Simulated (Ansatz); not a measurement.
Crystal: Cu3O2.

```
Cu O
1.0
    -2.02298    2.02298    3.67362
     2.02298   -2.02298    3.67362
     2.02298    2.02298   -3.67362
Cu O
3 2
Direct
  0.00000 0.00000 0.00000
  0.75000 0.25000 0.50000
  0.25000 0.75000 0.50000
  0.50000 0.00000 0.50000
  0.00000 0.50000 0.50000
```

The cell comes from a database or a generator and needn't be the stable form of this composition.

- Program: Ansatz 0.2.0
- Task: single point
- Functional: PBE
- Potentials or basis: Ansatz PAW
- Cutoff: 420 eV (not typed: the program's choice for these potentials)
- k mesh: 9 × 9 × 9
- Occupations: fermi-dirac, width 0.05 eV
- Spin: no spin polarisation

On this cell: pressure 0.7 GPa; largest force under 0.003 eV/Å; band gap on the k mesh none (metal or under the smearing width).

The same run follows on a disturbed copy (atoms moved at random, drawn with an rms of 0.05 Å):

```
Cu O
1.0
    -2.02298    2.02298    3.67362
     2.02298   -2.02298    3.67362
     2.02298    2.02298   -3.67362
Cu O
3 2
Direct
  0.00865 0.01412 0.02382
  0.73048 0.24780 0.48821
  0.26341 0.75718 0.50910
  0.50493 0.99627 0.50101
  0.00846 0.50308 0.50020
```

**Question.** What changes?

**Answer.** The energy (extrapolated to zero smearing) moves by +16.7 meV/atom; pressure 1.5 GPa; largest force 1.302 eV/Å; band gap on the k mesh none (metal or under the smearing width).

Forces on the atoms (eV/Å):
```
Cu  -0.595 -0.243  0.020
Cu   0.021  0.193  1.287
Cu   0.033 -0.046 -0.670
O    0.048  0.108  0.028
O    0.493 -0.012 -0.665
```

Stress tensor (GPa, compression positive):
```
 0.68 -0.08  0.11
-0.08  2.09  0.16
 0.11  0.16  1.79
```

Caveats: an odd number of electrons without spin polarisation forces a metal; a magnetic or distorted state may lie lower; the run has no spin polarisation, though such a crystal can be magnetic; semilocal functionals often make such compounds metallic where correlation or magnetic order opens a gap, which also shifts bond lengths.
